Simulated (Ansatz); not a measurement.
# Au: the cost of one run

Method: DFT PBEsol, scalar-relativistic, plane waves, PAW, in Ansatz 0.2.0.

The COD cell was measured well above room temperature, so it is larger than a cold one.

2 further runs of the same task are left out: 2 set aside as unsound or not needed.

### 1 Starting point

It takes space group Fm-3m (No. 225, cubic). Conventional cell: a = 4.084 Å, b = 4.084 Å, c = 4.084 Å, α = 90.00°, β = 90.00°, γ = 90.00°. Around Au (site symmetry m-3m) lie 12 Au at 2.89 Å.

As a file:

```xyz
4
Lattice="4.0839 0.0000 0.0000 0.0000 -4.0839 0.0000 0.0000 0.0000 -4.0839" Properties=species:S:1:pos:R:3 pbc="T T T"
Au    0.0000   -2.0419   -2.0419
Au    2.0419    0.0000   -2.0419
Au    2.0419   -2.0419    0.0000
Au    0.0000    0.0000    0.0000
```

It is built from the cell relaxed beforehand with the same method (17.03 Å³/atom).

### 2 Zero of the scan

File input.yaml:

```yaml
crystal:
  lattice:
    - [4.0838687703, 0.0, 0.0]
    - [0.0, -4.0838687703, 0.0]
    - [0.0, 0.0, -4.0838687703]
  atoms:
    - { symbol: Au, position: [0.0, 0.5, 0.5] }
    - { symbol: Au, position: [0.5, 0.0, 0.5] }
    - { symbol: Au, position: [0.5, 0.5, 0.0] }
    - { symbol: Au, position: [0.0, 0.0, 0.0] }
basis:
  ecutwfc: 420
kpoints:
  mp_grid: { grid: [8, 8, 8] }
hamiltonian:
  xc: pbesol
scf:
  occupations: { method: gaussian, width: 0.15 }
output:
  forces: true
  stress: true
  eigenvalues: true
  write_density: true
  write_potential: true
  elf: true
  volumetric_format: npy
```

Command:

```sh
$ ansatz run input.yaml --threads 1 --pin off --max-ram 2560MiB --backend cpu --events-out ev --progress --plain --runs-dir out
```

Q: Estimate wall time and peak memory on 1 thread of Oxide Virtual Turin-like (Zen 5), shared host.

About 5 s, with a peak of 0.4 GiB.
